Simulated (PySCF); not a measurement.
**LaCl: from the state search to spectroscopic constants**

One table from this session's results is given with a row withheld; the runs are named, their logs left out.

Method: La x2c-TZVPall, Cl x2c-TZVPall, spin-free X2C with a Gaussian nucleus; program: PySCF 2.14.0.

The first run:

Settings of the job:

| Quantity | Value |
| --- | --- |
| atoms | La, Cl |
| charge | 0 |
| basis | La x2c-TZVPall, Cl x2c-TZVPall |
| Hamiltonian | spin-free X2C with a Gaussian nucleus |
| basis functions | 118 |
| electrons treated | 74 |
| masses in u | 138.9063, 34.9689 |
| levels | PBE0, PBE, r²SCAN, B97-3, LDA, HSE06, HF, MP2, SCS-MP2, CCSD, CCSD(T) |
| grid | 80 radial by 434 angular points |
| occupations | held fixed by the projection of orbital angular momentum |
| dissociation limit | La + Cl, each in its ground configuration |
| starting distance in angstrom | 2.565 |
| values of 2S to try | 0, 2 |

Run with:

```console
$ OMP_NUM_THREADS=4 python dia.py task.json out
```

Among the steps run: Input; First curve: PBE0; Excited determinants; PBE; r²SCAN; B97-3 (global hybrid GGA); LDA (local density); HSE06 (range-separated hybrid); UHF (mean field); MP2 and coupled cluster.

One of the session's tables, all rows but one given; the rest of the session is left out.

It belongs to the step «The curves together». Energy (eV) from each level's lowest point:

| R (Å) | UHF | UHF-MP2 | UHF-SCS-MP2 | UHF-CCSD | UHF-CCSD(T) |
| --- | --- | --- | --- | --- | --- |
| 2.192 | 1.632 | 1.206 | 1.297 | n/a | n/a |
| 2.294 | 0.843 | 0.548 | 0.609 | 0.636 | 0.610 |
| 2.396 | ? | ? | ? | ? | ? |
| 2.473 | 0.153 | 0.045 | 0.061 | 0.068 | 0.061 |
| 2.549 | 0.039 | 0.000 | 0.000 | 0.000 | 0.000 |
| 2.626 | 0.000 | 0.024 | 0.009 | 0.004 | 0.010 |
| 2.727 | 0.034 | 0.134 | 0.102 | 0.090 | 0.104 |
| 2.855 | 0.172 | 0.355 | 0.303 | 0.286 | 0.307 |
| 3.008 | 0.419 | 0.686 | 0.615 | 0.593 | 0.622 |
| 3.212 | 0.812 | 1.165 | 1.075 | n/a | n/a |

Q: Estimate the row for R (Å) = 2.396 from the others.

Worked estimate for «UHF». A straight line through the neighbours (2.294, 0.843) and (2.473, 0.153) gives 0.843 + (0.153 − 0.843) × (2.396 − 2.294) / (2.473 − 2.294) = 0.450; a parabola fitted to 4 rows on both sides gives 0.350.

**Answer.** UHF: 0.363; UHF-MP2: 0.180; UHF-SCS-MP2: 0.214; UHF-CCSD: 0.229; UHF-CCSD(T): 0.214. In «UHF» the line misses by +0.087 and the parabola by -0.013.

Limits of these values: The state is the lowest single determinant that the PBE0 search found; with open d or f shells the true ground state can be another one.
